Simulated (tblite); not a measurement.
# CH6FSi2 (SMILES C[Si](F)[SiH3]) at GFN2-xTB

What is the electronic atomisation energy of CH6FSi2 at GFN2-xTB? 

The calculation is run with tblite 0.8.0.

15 further runs of the same task are left out: 15 set aside as unsound or not needed.

## (1) Starting point

CH6FSi2: 10 atoms, total charge 0, spin state doublet. SMILES: `C[Si](F)[SiH3]`. Geometry: relaxed at GFN2-xTB.

Bond lengths: C1–Si2 1.908 Å, Si2–F3 1.647 Å, Si2–Si4 2.291 Å, C1–H5 1.087 Å, C1–H6 1.086 Å, C1–H7 1.089 Å, Si4–H8 1.471 Å, Si4–H9 1.467 Å, Si4–H10 1.466 Å. Some angles: C1–Si2–F3 100.7°, C1–Si2–Si4 120.4°, F3–Si2–Si4 107.6°, Si2–C1–H5 111.7°, Si2–C1–H6 111.5°, Si2–C1–H7 110.2°, Si2–Si4–H8 122.3°, Si2–Si4–H9 105.8°, Si2–Si4–H10 107.6°, H5–C1–H6 107.9°.

## (2) Energy and gradient at GFN2-xTB

run.py reads:

```python
# GFN2-xTB energy and gradient
import json
import numpy as np
from tblite.interface import Calculator

symbols = ["C", "Si", "F", "Si", "H", "H", "H", "H", "H", "H"]
numbers = np.array([6, 14, 9, 14, 1, 1, 1, 1, 1, 1])
positions = np.array([  # bohr
    [0.209249, 3.009748, -1.681119],
    [1.689302, 0.270250, 0.135323],
    [3.278505, -1.139108, -2.138698],
    [-0.812733, -2.713458, 2.027903],
    [1.636484, 4.266983, -2.457022],
    [-1.029428, 4.124649, -0.484205],
    [-0.905349, 2.297340, -3.257812],
    [-2.657408, -4.225541, 0.600423],
    [-2.264100, -1.361548, 3.964456],
    [0.855498, -4.529333, 3.290750],
])

calculator = Calculator("GFN2-xTB", numbers, positions, charge=0, uhf=1)
calculator.set("verbosity", 0)
calculator.set("accuracy", 0.1)
calculator.add("spin-polarization", 1.0)
wfn = calculator.singlepoint()

print(f"total energy: {wfn.get('energy'):.8f} Eh")
eps = np.atleast_2d(wfn.get("orbital-energies")) * 27.211386
occ = np.atleast_2d(wfn.get("orbital-occupations"))
filled = occ.sum(axis=0) if eps.shape[0] == 1 else occ[0]
homo = np.nonzero(filled > 0.5)[0].max()
print(f"HOMO {eps[0, homo]:.4f} eV")
if homo + 1 < eps.shape[1]:
    print(f"LUMO {eps[0, homo + 1]:.4f} eV, gap {eps[0, homo + 1] - eps[0, homo]:.4f} eV")
mu = wfn.get("dipole") * 2.541746
print(f"Dipole moment: {np.linalg.norm(mu):.4f} D, components " + " ".join(f"{c:.4f}" for c in mu))
q = wfn.get("charges")
g = wfn.get("gradient")
print("atom     charge      dE/dx        dE/dy        dE/dz   (Eh/bohr)")
for i, s in enumerate(symbols):
    print(f"{s:<2}{i + 1:<3} {q[i]:9.4f} {g[i, 0]:12.7f} {g[i, 1]:12.7f} {g[i, 2]:12.7f}")
print(f"gradient norm {np.linalg.norm(g):.6f} Eh/bohr")
out = {k: np.asarray(wfn.get(k)).tolist() for k in ("energy", "gradient", "charges", "dipole", "orbital-energies", "orbital-occupations")}
out.update(symbols=symbols, positions=(positions * 0.529177210903).tolist())
json.dump(out, open("results.json", "w"))
```

The run is started by

```console
$ python run.py
```

The log of the run:

```text
total energy: -13.38993409 Eh
HOMO -8.2637 eV
LUMO -5.5891 eV, gap 2.6746 eV
Dipole moment: 1.7136 D, components -1.3075 0.8846 0.6665
atom     charge      dE/dx        dE/dy        dE/dz   (Eh/bohr)
C 1     -0.1953    0.0000289   -0.0000730   -0.0000488
Si2      0.4127    0.0005039    0.0002343    0.0005425
F 3     -0.3057   -0.0002333    0.0000591    0.0000261
Si4      0.3640   -0.0001699    0.0001340   -0.0004282
H 5      0.0395    0.0000253    0.0000197   -0.0000872
H 6      0.0178    0.0000053    0.0000140    0.0000368
H 7      0.0298   -0.0000835   -0.0000650   -0.0001029
H 8     -0.0950   -0.0003236   -0.0004092    0.0000274
H 9     -0.1418    0.0001104    0.0000696    0.0000432
H 10    -0.1259    0.0001366    0.0000165   -0.0000088
gradient norm 0.001115 Eh/bohr
```

Run time: 0.33 s. Hardware: 1 thread of Intel Xeon at 2.50GHz (Skylake/Cascade Lake), shared host.

## (3) The C atom: the energy at GFN2-xTB

script.py reads:

```python
import json
import numpy as np
from tblite.interface import Calculator

symbols = ["C"]
numbers = np.array([6])
positions = np.array([  # bohr
    [0.000000, 0.000000, 0.000000],
])

calculator = Calculator("GFN2-xTB", numbers, positions, charge=0, uhf=2)
calculator.set("verbosity", 0)
calculator.set("accuracy", 0.1)
calculator.add("spin-polarization", 1.0)
res = calculator.singlepoint()

print(f"Energy: {res.get('energy') * 27.211386:.8f} eV")
eps = np.atleast_2d(res.get("orbital-energies")) * 27.211386
occ = np.atleast_2d(res.get("orbital-occupations"))
filled = occ.sum(axis=0) if eps.shape[0] == 1 else occ[0]
homo = np.nonzero(filled > 0.5)[0].max()
print(f"HOMO {eps[0, homo]:.4f} eV")
if homo + 1 < eps.shape[1]:
    print(f"LUMO {eps[0, homo + 1]:.4f} eV, gap {eps[0, homo + 1] - eps[0, homo]:.4f} eV")
mu = res.get("dipole") * 2.541746
print(f"Dipole moment: {np.linalg.norm(mu):.4f} D, components " + " ".join(f"{c:.4f}" for c in mu))
q = res.get("charges")
print("Charges:", " ".join(f"{s}{i + 1}={c:+.4f}" for i, (s, c) in enumerate(zip(symbols, q))))
out = {k: np.asarray(res.get(k)).tolist() for k in ("energy", "gradient", "charges", "dipole", "orbital-energies", "orbital-occupations")}
out.update(symbols=symbols, positions=(positions * 0.529177210903).tolist())
json.dump(out, open("results.json", "w"))
```

Run the same way, it converges to -1.83865 Eh (log not shown).

## (4) The F atom: a single-point energy at GFN2-xTB

molecule.xyz reads:

```xyz
1

F      0.000000     0.000000     0.000000
```

script.py reads:

```python
import json
import numpy as np
from ase.io import read
from tblite.ase import TBLite
from ase.units import Debye

molecule = read("molecule.xyz")
start = molecule.get_positions()

molecule.calc = TBLite(
    method="GFN2-xTB",
    multiplicity=2,
    accuracy=0.1,
    spin_polarization=1.0,
    verbosity=0,
)
print(f"Potential energy: {molecule.get_potential_energy():.6f} eV")
print(f"Dipole: {np.linalg.norm(molecule.get_dipole_moment()) / Debye:.4f} D")
for a, q in zip(molecule, molecule.get_charges()):
    print(f"{a.symbol}{a.index + 1} {q:+.4f}")
json.dump(dict(energy=molecule.get_potential_energy(), forces=molecule.get_forces().tolist(), dipole=molecule.get_dipole_moment().tolist(), charges=molecule.get_charges().tolist(),
               symbols=molecule.get_chemical_symbols(), start=start.tolist(), final=molecule.positions.tolist()), open("results.json", "w"))
```

Run the same way, it converges to -4.63430 Eh (log not shown).

## (5) The H atom: the energy at GFN2-xTB

script.py reads:

```python
import json
import numpy as np
from tblite.interface import Calculator
from tblite.interface import symbols_to_numbers

geometry = """
H      0.000000     0.000000     0.000000
"""
lines = [l.split() for l in geometry.strip().splitlines()]
symbols = [l[0] for l in lines]
numbers = np.array(symbols_to_numbers(symbols))
positions = np.array([l[1:4] for l in lines], float) / 0.52917721

xtb = Calculator("GFN2-xTB", numbers, positions, charge=0, uhf=1)
xtb.set("verbosity", 0)
xtb.set("accuracy", 0.1)
xtb.add("spin-polarization", 1.0)
res = xtb.singlepoint()

print(f"E(total): {res.get('energy') * 27.211386:.8f} eV")
eps = np.atleast_2d(res.get("orbital-energies")) * 27.211386
occ = np.atleast_2d(res.get("orbital-occupations"))
filled = occ.sum(axis=0) if eps.shape[0] == 1 else occ[0]
homo = np.nonzero(filled > 0.5)[0].max()
print("  MO   occupation   energy/eV")
for i in range(max(0, homo - 4), min(eps.shape[1], homo + 5)):
    print(f"{i + 1:4d} {filled[i]:10.4f} {eps[0, i]:12.4f}")
mu = res.get("dipole") * 2.541746
print(f"dipole: {np.linalg.norm(mu):.4f} D, components " + " ".join(f"{c:.4f}" for c in mu))
q = res.get("charges")
print("Charges:", " ".join(f"{s}{i + 1}={c:+.4f}" for i, (s, c) in enumerate(zip(symbols, q))))
out = {k: np.asarray(res.get(k)).tolist() for k in ("energy", "gradient", "charges", "dipole", "orbital-energies", "orbital-occupations")}
out.update(symbols=symbols, positions=(positions * 0.529177210903).tolist())
json.dump(out, open("results.json", "w"))
```

The run is started by

```console
$ python script.py
```

The log of the run:

```text
E(total): -11.68171913 eV
  MO   occupation   energy/eV
   1     1.0000     -12.6562
dipole: 0.0000 D, components 0.0000 0.0000 0.0000
Charges: H1=+0.0000
```

It took 0.33 s on 1 thread of Intel Xeon at 2.50GHz (Skylake/Cascade Lake), shared host.

## (6) The Si atom: the energy at GFN2-xTB

script.py reads:

```python
import json
import numpy as np
from tblite.interface import Calculator

symbols = ["Si"]
numbers = np.array([14])
positions = np.array([
    [0.000000, 0.000000, 0.000000],
]) / 0.529177210903

calculator = Calculator("GFN2-xTB", numbers, positions, charge=0, uhf=2)
calculator.set("verbosity", 0)
calculator.set("accuracy", 0.1)
calculator.add("spin-polarization", 1.0)
sp = calculator.singlepoint()

print(f"E(total): {sp.get('energy') * 2625.4996:.8f} kJ/mol")
eps = np.atleast_2d(sp.get("orbital-energies")) * 27.211386
occ = np.atleast_2d(sp.get("orbital-occupations"))
filled = occ.sum(axis=0) if eps.shape[0] == 1 else occ[0]
homo = np.nonzero(filled > 0.5)[0].max()
print("  MO   occupation   energy/eV")
for i in range(max(0, homo - 4), min(eps.shape[1], homo + 5)):
    print(f"{i + 1:4d} {filled[i]:10.4f} {eps[0, i]:12.4f}")
mu = sp.get("dipole") * 2.541746
print(f"Dipole moment: {np.linalg.norm(mu):.4f} D, components " + " ".join(f"{c:.4f}" for c in mu))
q = sp.get("charges")
print("Charges:", " ".join(f"{s}{i + 1}={c:+.4f}" for i, (s, c) in enumerate(zip(symbols, q))))
out = {k: np.asarray(sp.get(k)).tolist() for k in ("energy", "gradient", "charges", "dipole", "orbital-energies", "orbital-occupations")}
out.update(symbols=symbols, positions=(positions * 0.529177210903).tolist())
json.dump(out, open("results.json", "w"))
```

Run the same way, it converges to -1.59836 Eh (log not shown).

## (7) Outcome

At GFN2-xTB:

```
                                       quantity         value
                         molecule: total energy  -13.38993 Eh
                        molecule: dipole moment        1.71 D
molecule: HOMO energy (as the program lists it)      -8.26 eV
molecule: LUMO energy (as the program lists it)      -5.59 eV
             molecule: largest force on an atom    0.040 eV/Å
                           C atom: total energy   -1.83865 Eh
                          C atom: dipole moment        0.00 D
  C atom: HOMO energy (as the program lists it)     -14.11 eV
               C atom: largest force on an atom    0.000 eV/Å
                           F atom: total energy   -4.63430 Eh
                          F atom: dipole moment        0.00 D
               F atom: largest force on an atom    0.000 eV/Å
                           H atom: total energy   -0.42930 Eh
                          H atom: dipole moment        0.00 D
  H atom: HOMO energy (as the program lists it)     -12.66 eV
               H atom: largest force on an atom    0.000 eV/Å
                          Si atom: total energy   -1.59836 Eh
                         Si atom: dipole moment        0.00 D
 Si atom: HOMO energy (as the program lists it)      -5.62 eV
 Si atom: LUMO energy (as the program lists it)       0.28 eV
              Si atom: largest force on an atom    0.000 eV/Å
                  electronic atomisation energy     31.143 eV
```

What this shows: Taking the molecule apart into free atoms costs 31.14 eV (3005 kJ/mol), before zero-point energy and without spin-orbit coupling. Tight-binding and semi-empirical models aren't fitted to free atoms, so this value can be far from the true one.
